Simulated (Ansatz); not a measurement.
**YTl: response to strain**

Aim: deform YTl (equal xy, yz and zx engineering shear strains of +2 %) and compute stress, forces and field gradients with LAPW, PAW and all-electron datasets made for the crystal.

Method: DFT LDA, scalar-relativistic, in Ansatz 0.2.0.

### 1 Starting point

It takes space group Pm-3m (No. 221, cubic). The conventional cell has a = 3.751 Å, b = 3.751 Å, c = 3.751 Å, α = 90.00°, β = 90.00°, γ = 90.00°. Y (site symmetry m-3m) is surrounded by 8 Tl at 3.25 Å. Tl (site symmetry m-3m) is surrounded by 8 Y at 3.25 Å.

Structure file:

```cif
data_structure
_symmetry_space_group_name_H-M 'P 1'
_symmetry_Int_Tables_number 1
_cell_length_a 3.7510
_cell_length_b 3.7510
_cell_length_c 3.7510
_cell_angle_alpha 90.000
_cell_angle_beta 90.000
_cell_angle_gamma 90.000
_cell_volume 52.78
loop_
_atom_site_label
_atom_site_type_symbol
_atom_site_fract_x
_atom_site_fract_y
_atom_site_fract_z
_atom_site_occupancy
Y1 Y 0.50000 0.50000 0.50000 1
Tl1 Tl 0.00000 0.00000 0.00000 1
```

Atoms are numbered in the order of the input: Y1, Tl2.

### 2 The deformed structure

Space group Pm-3m before, R-3m after.

### 3 All-electron LAPW

input.yaml reads:

```yaml
crystal:
  lattice:
    - [3.751, 0.03751, 0.03751]
    - [0.03751, 3.751, 0.03751]
    - [0.03751, 0.03751, 3.751]
  atoms:
    - { symbol: "Y", position: [0.5, 0.5, 0.5] }
    - { symbol: Tl, position: [0.0, 0.0, 0.0] }
kpoints:
  mp_grid: { grid: [11, 11, 11] }
  band_path:
    path:
      - [0.0, 0.0, 0.0]
      - [0.5, 0.5, 0.5]
      - [0.5193194925, 0.4806805075, 0.5]
      - [0.5, -0.4806805075, 0.4806805075]
      - [0.5, 0.0, 0.0]
      - [0.0, 0.0, 0.0]
      - [0.4903402537, -0.4903402537, 0.0]
      - [0.5096597463, 0.0, 0.4903402537]
      - [0.5, 0.0, 0.5]
    npoints: 5
scf:
  occupations: { method: fermi_dirac, width: 0.08 }
hamiltonian:
  xc: lda
  pseudopotentials: { kind: all_electron, lapw: { basis_error: 0.00025 } }
output:
  forces: true
  stress: true
  eigenvalues: true
```

Command:

```console
$ ansatz run input.yaml --threads 1 --pin off --max-ram 3072MiB --backend cpu --events-out ev --progress --plain --runs-dir out
```

### 4 PAW on the default files

input.yaml reads:

```yaml
crystal:
  lattice:
    - [3.751, 0.03751, 0.03751]
    - [0.03751, 3.751, 0.03751]
    - [0.03751, 0.03751, 3.751]
  atoms:
    - { symbol: "Y", position: [0.5, 0.5, 0.5] }
    - { symbol: Tl, position: [0.0, 0.0, 0.0] }
kpoints:
  mp_grid: { grid: [11, 11, 11] }
scf:
  occupations: { method: fermi_dirac, width: 0.08 }
hamiltonian:
  xc: lda
  pseudopotentials: { kind: paw }
output:
  forces: true
  stress: true
  eigenvalues: true
  efg: { contact_densities: true }
  write_density: true
  write_potential: true
  elf: true
  volumetric_format: npy
```

### 5 Datasets made for this crystal

input.yaml, as its differences from that of step 4:

```diff
@@ -14,3 +14,3 @@
   xc: lda
-  pseudopotentials: { kind: paw }
+  pseudopotentials: { kind: all_electron, datasets: crystal }
 output:
@@ -20,5 +20 @@
   efg: { contact_densities: true }
-  write_density: true
-  write_potential: true
-  elf: true
-  volumetric_format: npy
```

(Steps that only read results are left out.)

Before running it: what results should come out? Wanted: pressure; largest shear or deviatoric stress.

**Answer**, as computed:

```
                                 quantity                                              value
                                 pressure  LAPW -2.89, PAW -2.90, crystal datasets -2.89 GPa
largest shear or deviatoric stress (LAPW)                                           0.55 GPa
```

The largest part of the stress beyond the pressure is 0.55 GPa in size; the atoms are carried along and not relaxed. No run of the undeformed cell stands beside it, so the pressure holds what the given cell had before the change. PAW: stress within 0.01 GPa of LAPW. Crystal datasets: stress within 0.01 GPa of LAPW. Spin-orbit coupling is left out, though the cell holds Tl; in elements this heavy it can shift bands and gaps by tenths of an eV.
